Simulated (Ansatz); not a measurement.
# B6P7: melt and quench

Aim: for B6P7, follow a random packing through a hot liquid and a fast quench, and see what structure it leaves.

Program: Ansatz 0.2.0. Level of theory: DFT PBE, scalar-relativistic, plane waves, PAW. These are calculated values, not measurements.

## (1) The starting structure

The cell holds 26 atoms (B12P14): a = 7.029 Å, b = 7.281 Å, c = 7.183 Å, α = 88.49°, β = 89.27°, γ = 82.55°.

It is the last frame of an earlier stage of the same melt, run at 1600 K.

Its coordinates follow in the input file.

## (2) Stage at 300 K

One k point, a Fermi-Dirac width of 0.050 eV and a fixed cell.

input.yaml

```yaml
crystal:
  lattice:
    - [7.013391, 0.46436, 0.042413]
    - [0.46436, 7.265933, 0.094256]
    - [0.042413, 0.094256, 7.182473]
  atoms:
    - { symbol: P, position: [0.9231311765, 0.151540313, 0.1895552014] }
    - { symbol: P, position: [0.8858401589, 0.4366851514, 0.1928344523] }
    - { symbol: P, position: [0.6315194047, 0.2872708261, 0.6075582549] }
    - { symbol: P, position: [0.1887343325, 0.0071029458, 0.0414453916] }
    - { symbol: P, position: [0.7429749318, 0.4460480711, 0.7996698466] }
    - { symbol: P, position: [0.5157019352, 0.8720892149, 0.6211362662] }
    - { symbol: P, position: [0.2877134261, 0.8877981826, 0.3186851585] }
    - { symbol: P, position: [0.0957041542, 0.6574362681, 0.3868273273] }
    - { symbol: P, position: [0.8408796568, 0.9976123237, 0.6986904154] }
    - { symbol: P, position: [0.2656395444, 0.3202868603, 0.0372697441] }
    - { symbol: P, position: [0.2666050256, 0.2447625312, 0.5355039292] }
    - { symbol: P, position: [0.2713309413, 0.6048883428, 0.8903973532] }
    - { symbol: P, position: [0.517037021, 0.549985324, 0.3410993694] }
    - { symbol: P, position: [0.8051245529, 0.8238421518, 0.4597720401] }
    - { symbol: B, position: [0.6831176094, 0.9041768647, 0.8758772704] }
    - { symbol: B, position: [0.5121081384, 0.7814597974, 0.2387474074] }
    - { symbol: B, position: [0.5869212329, 0.6753396494, 0.8125303619] }
    - { symbol: B, position: [0.5359486, 0.2832137888, 0.8869245716] }
    - { symbol: B, position: [0.6546215861, 0.8644010766, 0.104924615] }
    - { symbol: B, position: [0.419018604, 0.3100436836, 0.2649653094] }
    - { symbol: B, position: [0.0922612709, 0.5298829168, 0.1205432071] }
    - { symbol: B, position: [0.7768393212, 0.9597557846, 0.256183812] }
    - { symbol: B, position: [0.5580141146, 0.1121347706, 0.2155051626] }
    - { symbol: B, position: [0.5386290618, 0.0604480357, 0.970744908] }
    - { symbol: B, position: [0.2250699248, 0.5243046057, 0.6095524532] }
    - { symbol: B, position: [0.436800286, 0.6208696068, 0.5691303897] }
  symmetry: { detect: false }
basis:
  ecutwfc: 420
  xc_grid: 1
kpoints:
  mp_grid: { grid: [1, 1, 1], shift: [0.25, 0.25, 0.25] }
hamiltonian:
  xc: pbe
scf:
  occupations: { method: fermi_dirac, width: 0.05 }
  lower_state_search: "off"
  convergence: { dr2_threshold: 1.0e-05 }
output:
  forces: true
  stress: true
md:
  timestep: 1.5
  n_steps: 100
  ensemble: nvt_langevin
  friction: 0.015
  temperature: 300.0
  initial_velocities: maxwell_boltzmann
  seed: 43746
```

On the command line:

```bash
ansatz run input.yaml --threads 2 --pin off --max-ram 5120MiB --backend cpu --events-out ev --progress --plain --runs-dir out
```

The program printed, cut to the lines that bear on the results:

```text
Warning: scf.convergence.dr2_threshold = 1e-5 eV is looser than this run's default, which is 1e-7 eV or tighter. The error in the forces grows as the threshold's square root, so leave the key out unless less accurate forces are enough
Warning: output.stress: scf.convergence.dr2_threshold = 1e-5 eV is looser than the 2.6e-9 eV advised for a printed stress (1e-10 eV for each atom of the cell: 26). What an SCF threshold leaves in a stress goes as its square root, and in the free energy as the threshold itself, and one [...]
Warning: RAYON_NUM_THREADS=2 ignored (pool sized by the plan → 2); use --threads N
[...]
Pseudopotentials: kind: paw
Pseudopotential: P, paw, valence charge 5, recommended cutoff 420 eV (normal), P.paw.azcp
Pseudopotential: B, paw, valence charge 3, recommended cutoff 420 eV (normal), B.paw.azcp
Functional definition: PBE
[...]
Crystal: 26 atoms, lattice volume = 364.390 Å³
Basis set: ecut = 420 eV, 7105 PW (Γ)
Bands: 79, of which v1, the nominal top of the filled ones, is band 53 counted from 1 (52 counted from 0)
Symmetry: 1 space group operations
k-points: 1
[...]
SCF iter   1: F=—  HF=-12433.540373 eV  |F-HF|=—  |Δ(HF+E_count)|=         —  Δρ=9.63e-3  dr2=7.25e-1  ethr=1.77e-3  ⟨swp⟩=8.0  Hψ=419  notcnv=0  defer=10
[...]
md step     0: t =     0.00 fs  T =   288.5 K  F+E_penalty+E_count = -12433.40266800 eV  E_kin = 0.969450 eV  P_inst = 5.4042 GPa  (6 SCF iters)
[...]
md step     7: t =    10.50 fs  T =   887.1 K  F+E_penalty+E_count = -12435.67872207 eV  E_kin = 2.981221 eV  P_inst = 2.6958 GPa  (3 SCF iters)
[...]
md step    14: t =    21.00 fs  T =   757.4 K  F+E_penalty+E_count = -12435.97485765 eV  E_kin = 2.545497 eV  P_inst = 2.2879 GPa  (3 SCF iters)
[...]
md step    21: t =    31.50 fs  T =   834.5 K  F+E_penalty+E_count = -12436.72481787 eV  E_kin = 2.804460 eV  P_inst = 1.1026 GPa  (3 SCF iters)
[...]
md step    27: t =    40.50 fs  T =   780.1 K  F+E_penalty+E_count = -12436.95496601 eV  E_kin = 2.621653 eV  P_inst = 1.0140 GPa  (3 SCF iters)
md step    28: t =    42.00 fs  T =   825.7 K  F+E_penalty+E_count = -12437.07311282 eV  E_kin = 2.775114 eV  P_inst = 1.0310 GPa  (3 SCF iters)
```

## (3) The log goes on: Langevin dynamics at 300 K from the last frame before

The log, continued, cut to the lines that bear on the results:

```text
md step    29: t =    43.50 fs  T =   869.5 K  F+E_penalty+E_count = -12437.19803352 eV  E_kin = 2.922072 eV  P_inst = 1.0566 GPa  (3 SCF iters)
[...]
md step    47: t =    70.50 fs  T =   860.2 K  F+E_penalty+E_count = -12438.22146468 eV  E_kin = 2.890965 eV  P_inst = 1.3452 GPa  (3 SCF iters)
[...]
md step    65: t =    97.50 fs  T =   557.2 K  F+E_penalty+E_count = -12438.62636822 eV  E_kin = 1.872463 eV  P_inst = 2.1298 GPa  (4 SCF iters)
[...]
md step    83: t =   124.50 fs  T =   474.4 K  F+E_penalty+E_count = -12439.30488304 eV  E_kin = 1.594333 eV  P_inst = 2.2526 GPa  (3 SCF iters)
[...]
md step    99: t =   148.50 fs  T =   428.6 K  F+E_penalty+E_count = -12439.54813574 eV  E_kin = 1.440348 eV  P_inst = 0.4668 GPa  (3 SCF iters)
[...]
md step   100: t =   150.00 fs  T =   407.3 K  F+E_penalty+E_count = -12439.56311105 eV  E_kin = 1.368978 eV  P_inst = 0.3982 GPa  (5 SCF iters)
SCF converged after 5 iterations
Free energy (F): -12439.563111 eV
[...]
E sigma→0 (E₀):  -12439.562299 eV
Entropy (-TS):   -0.001625 eV (-0.062 meV/atom)
Fermi energy:    7.381590 eV
[...]
--- Forces (eV/Å), atoms counted from 1 ---
  atom   1  P     -0.13400515     0.33948555    -0.01363763
  atom   2  P     -0.62555812    -0.22920418    -0.98568741
  atom   3  P     -0.07166171     0.97715406     0.24576342
  atom   4  P      1.48055659    -0.14542954     0.21480273
  atom   5  P     -0.47798772    -0.25699692     0.56871580
  atom   6  P      0.14618159    -0.91907085    -0.20794933
  atom   7  P     -0.30432448    -0.89124547     0.73849723
  atom   8  P     -0.30690136     0.98240331     0.14781106
[...]
--- Stress (GPa, compression-positive) ---
       -2.901174       1.124915      -1.063684
        1.124914       5.450811      -1.514115
       -1.063685      -1.514114      -2.558828
  P = ⅓ Tr σ = -0.0031 GPa (-0.031 kbar)
--- MD trajectory: 100 steps, t = 0.0 → 150.0 fs ---
  final state: T = 407.3 K   F+E_penalty+E_count = -12439.56311105 eV   E_kin = 1.368978 eV
```

It took 4.5 min on 2 threads of Intel Xeon at 2.50GHz (Skylake/Cascade Lake), shared host; peak memory 0.5 GiB.

## (4) Frames and traces

One step in 8; energies are changes from step 0; msd is the mean square displacement from the start, the centre of mass held:

```csv
time (fs),T (K),potential energy change (meV/atom),pressure (GPa),msd P (Å²),msd B (Å²)
0.0,288,0.0,5.4,0.000,0.000
12.0,899,-96.3,2.5,0.005,0.020
24.0,771,-108.4,1.9,0.025,0.069
36.0,791,-129.9,1.0,0.056,0.091
48.0,854,-154.2,1.2,0.093,0.110
60.0,769,-160.2,1.8,0.137,0.135
72.0,823,-185.8,1.3,0.175,0.141
84.0,536,-179.3,1.9,0.203,0.161
96.0,542,-196.6,2.1,0.220,0.190
108.0,632,-213.6,2.2,0.232,0.218
120.0,482,-223.6,2.2,0.251,0.249
132.0,506,-232.1,1.9,0.290,0.264
144.0,503,-235.9,0.8,0.331,0.275
150.0,407,-236.9,0.4,0.349,0.273
```

time (fs), T (K) and a bar:
```
      0.0        288 
      6.0        559 #############
     13.5        923 ##############################
     19.5        760 ######################
     25.5        805 ########################
     33.0        793 ########################
     39.0        815 #########################
     45.0        882 ############################
     52.5        768 #######################
     58.5        729 #####################
     64.5        854 ###########################
     72.0        823 #########################
     78.0        628 ################
     85.5        475 #########
     91.5        448 ########
     97.5        557 #############
    105.0        585 ##############
    111.0        609 ###############
    117.0        513 ###########
    124.5        474 #########
    130.5        489 #########
    136.5        494 ##########
    144.0        503 ##########
    150.0        407 ######
```

Bonds that form or break, judged by distance (formed within 1.15 times the sum of covalent radii and held on average over 12 fs, broken when stretched by half; pairs already stretched at the start don't count as bonds):

```csv
time (fs),bond,event
61.5,P4–B24,forms
73.5,P2–P5,forms
142.5,P4–P7,breaks
```

Pair distribution over the second half of the run:

```csv
r (Å),g P–P,g P–B,g B–B
0.68,0.00,0.00,0.00
0.84,0.00,0.00,0.00
1.00,0.00,0.00,0.00
1.16,0.00,0.00,0.00
1.32,0.00,0.00,0.00
1.48,0.00,0.00,0.13
1.64,0.00,0.00,5.43
1.80,0.00,0.99,5.55
1.96,0.03,3.63,0.81
2.12,0.87,1.21,0.13
2.28,2.46,0.68,0.30
2.44,1.28,0.65,0.42
2.60,0.63,0.35,0.62
2.76,0.45,0.60,1.45
2.92,0.65,1.23,2.39
3.08,1.16,1.52,1.95
3.24,1.41,1.60,1.13
3.40,1.55,1.31,0.56
```

First peaks of g(r) that rise above 1 (not always the tallest), and, where a minimum follows, the mean number of second-named atoms round a first-named one up to the next minimum:

```csv
pair,peak (Å),height,minimum (Å),neighbours
P–P,2.28,2.5,2.76,2.2
P–B,1.96,3.6,2.68,2.2
B–B,1.72,7.9,2.12,2.2
```

## (5) Snapshots as a file

Extended XYZ, with forces in eV/Å:

```xyz
26
Lattice="7.013 0.464 0.042 0.464 7.266 0.094 0.042 0.094 7.182" Properties=species:S:1:pos:R:3:forces:R:3 pbc="T T T" time_fs=37.5 T=805 dE=-3.4122
P     6.766    1.487    1.409   -1.408    0.173    0.689
P     6.278    3.639    1.594    1.011   -0.392   -0.810
P     4.535    2.161    4.480   -0.243    0.919   -0.135
P     1.311    0.125    0.182    0.554    0.661   -1.230
P     5.338    3.561    6.252   -0.942   -0.451    0.040
P     3.993    6.664    4.398   -0.603   -1.594    0.283
P     2.453    6.889    2.258    0.976   -1.111    0.361
P     1.062    4.825    2.963    0.849    0.489   -0.586
P     6.457    7.877    5.232   -0.544   -1.059    0.115
P     2.125    2.502    0.193    0.087    1.047   -0.233
P     2.187    2.068    3.778    0.267   -0.503    0.063
P     2.088    4.749    6.395   -0.594    0.239    0.594
P     3.969    4.011    2.530    0.395    0.491   -0.457
P     6.195    6.306    3.549   -0.398    0.373    0.147
B     4.824    6.850    6.117    0.880   -1.937   -1.380
B     3.926    5.699    1.510   -0.666   -0.656    0.973
B     4.071    5.011    5.850    1.021    1.680    0.907
B     3.862    2.282    6.301    0.086    0.192    0.736
B     4.813    6.742    0.634   -0.029   -0.275    0.550
B     3.086    2.321    1.857   -0.148    1.514    1.403
B     0.941    4.117    1.017   -0.306   -0.457    0.338
B     5.808    7.494    2.147    0.170    0.403   -1.466
B     3.899    0.909    1.447    0.254   -0.602   -0.424
B     3.625    0.739    6.834   -0.379    1.178    2.251
B     1.970    3.908    4.589    0.431    0.968   -1.365
B     3.458    4.820    4.290   -0.721   -1.292   -1.365
26
Lattice="7.013 0.464 0.042 0.464 7.266 0.094 0.042 0.094 7.182" Properties=species:S:1:pos:R:3:forces:R:3 pbc="T T T" time_fs=75.0 T=706 dE=-4.8262
P     6.759    1.388    1.507    0.507   -0.625   -0.495
P     6.281    3.525    1.426   -0.519   -0.004   -0.788
P     4.432    2.172    4.583    0.473   -0.133   -0.104
P     1.463    0.341   -0.146   -0.972    0.673    0.632
P     5.116    3.580    6.569    1.325   -0.465   -0.122
P     3.735    6.364    4.279    0.711    0.964    0.732
P     2.688    6.859    2.266   -0.345   -0.877   -0.497
P     1.261    5.142    2.922   -0.704   -0.989   -0.138
P     6.248    7.671    5.254   -0.368   -0.285   -0.013
P     2.233    2.755    0.128   -0.447   -0.658    0.787
P     2.294    2.004    3.692   -1.198    0.021    0.920
P     1.887    4.887    6.414    0.281   -0.704    0.176
P     4.218    3.878    2.513   -0.743    0.360   -0.209
P     6.201    6.360    3.458   -0.588    0.022   -0.218
B     4.748    6.655    6.153    0.216   -0.553   -1.180
B     3.646    5.390    1.439    0.814   -0.690    0.430
B     4.159    5.082    5.884    0.067   -0.197    0.559
B     3.883    2.111    6.391    0.084    0.556    1.074
B     4.636    6.551    0.814    0.433    0.819   -0.638
B     3.056    2.286    1.958    1.495    1.147   -0.443
B     0.893    4.058    1.279   -0.268    0.494   -0.408
B     5.869    7.291    1.800    0.538    0.481    0.955
B     4.012    0.928    1.440   -0.905   -0.135   -1.410
B     3.501    0.544    6.933    0.062    1.478    0.995
B     2.002    3.901    4.296    0.579    0.798    0.065
B     3.620    4.528    4.315   -0.527   -1.496   -0.662
26
Lattice="7.013 0.464 0.042 0.464 7.266 0.094 0.042 0.094 7.182" Properties=species:S:1:pos:R:3:forces:R:3 pbc="T T T" time_fs=112.5 T=606 dE=-5.6640
P     6.818    1.258    1.605    0.702    0.190   -0.454
P     6.258    3.519    1.255    0.572   -0.574    1.376
P     4.421    2.199    4.687   -0.713   -0.645    0.089
P     1.410    0.696   -0.291   -1.673    0.936   -0.177
P     5.431    3.466    6.545   -1.192    0.381   -1.187
P     3.717    6.323    4.355   -0.037   -0.532    0.003
P     2.756    6.631    2.151    0.053    0.568    0.613
P     1.155    5.177    2.921    0.112   -0.534   -0.965
P     6.042    7.428    5.362    0.744    1.191   -0.605
P     2.239    2.714    0.262    0.305    0.241    0.062
P     2.274    2.050    3.691    0.431    1.108    0.038
P     1.751    4.732    6.427    0.699   -0.158    0.369
P     4.390    3.903    2.539    0.382    1.151    0.338
P     6.143    6.327    3.459   -0.605    0.318   -0.906
B     4.449    6.712    6.085   -0.167   -1.772    0.224
B     3.910    5.350    1.439   -0.306   -0.402    0.310
B     4.099    4.952    6.158    0.342    0.455   -0.319
B     3.905    2.237    6.560    0.672    0.131   -0.007
B     4.691    6.539    0.655   -0.130    1.091   -0.554
B     3.356    2.486    1.994   -1.421   -2.103   -0.203
B     0.611    4.298    1.130    1.276    0.331    0.115
B     5.823    7.294    1.718    0.988   -0.328    0.877
B     3.994    0.983    1.338   -0.459    0.134   -0.568
B     3.372    0.640    6.958    0.222    0.096    0.983
B     2.101    4.066    4.208    0.038   -0.603    0.540
B     3.781    4.423    4.380   -0.835   -0.672    0.009
26
Lattice="7.013 0.464 0.042 0.464 7.266 0.094 0.042 0.094 7.182" Properties=species:S:1:pos:R:3:forces:R:3 pbc="T T T" time_fs=150.0 T=407 dE=-6.1604
P     7.091    1.223    1.502   -0.134    0.339   -0.014
P     6.447    3.475    1.370   -0.626   -0.229   -0.986
P     4.296    1.962    4.809   -0.072    0.977    0.246
P     1.076    1.127   -0.504    1.481   -0.145    0.215
P     5.434    3.516    6.410   -0.478   -0.257    0.569
P     3.572    6.345    4.433    0.146   -0.919   -0.208
P     2.713    6.635    2.149   -0.304   -0.891    0.738
P     1.187    5.057    2.830   -0.307    0.982    0.148
P     6.037    7.532    5.408    0.520   -0.837   -0.336
P     2.363    2.787    0.321   -0.203   -0.904   -0.496
P     2.283    2.206    3.699   -0.392   -1.109    0.013
P     1.734    4.626    6.492    1.096    1.127   -1.059
P     4.479    3.867    2.557   -0.457    0.351    0.441
P     6.105    6.318    3.442   -0.247    0.385   -0.826
B     4.457    6.618    6.146   -0.097   -0.446    0.430
B     3.994    5.355    1.455   -0.349    0.273    0.628
B     4.038    4.931    6.069    0.218    0.171   -0.514
B     4.048    2.161    6.738   -0.619   -0.107   -0.264
B     4.661    6.696    0.780    0.072   -1.336   -1.387
B     3.364    2.358    1.977   -0.228    0.090    0.676
B     0.732    4.366    1.019   -0.257   -0.613    1.272
B     5.979    7.344    1.720   -0.346    0.296    0.258
B     4.002    0.975    1.130    0.157    1.875    0.430
B     3.084    0.537    6.962    0.837    0.400    0.428
B     1.942    3.999    4.303    0.028   -0.179   -0.115
B     3.573    4.332    4.402    0.560    0.705   -0.289
```

## (6) The stages side by side

Means over the second half of each stage, earlier sessions' stages included (the first, hottest stages at a lower cutoff are left out); the pressure holds its kinetic part:

```csv
thermostat (K),duration (fs),mean T (K),mean P (GPa),mean potential energy over the last stage (meV/atom),largest msd at the end (Å²),wall time
4000,291,4560,10.3,480,9.51,10 min
2880,213,3292,5.6,409,4.30,7.2 min
1600,196,1794,7.8,200,0.62,6.1 min
300,150,526,1.8,0,0.36,4.5 min
```

## (7) Results

| quantity | value |
| --- | --- |
| 300 K: length | 100 steps of 1.5 fs |
| 300 K: temperature, first and last step | 288 and 407 K |
| 300 K: temperature, second half | mean 526 K, from 407 to 706 K |

Against a set 300 K the second half averages 526 K with a spread of 67 K (in equilibrium 26 atoms would scatter by about 48 K, over a far longer run); the potential energy of that half lies 213 meV/atom under the start, so the atoms have moved to lower-lying arrangements, and the energy set free heats the cell. The set temperature drops by 3700 K in 560 fs, about 7×10^15 K/s: far faster than any laboratory quench, and in so small a cell the end may be disordered or ordered by chance. A run of 150 fs with 26 atoms shows the motion but fixes no equilibrium value.
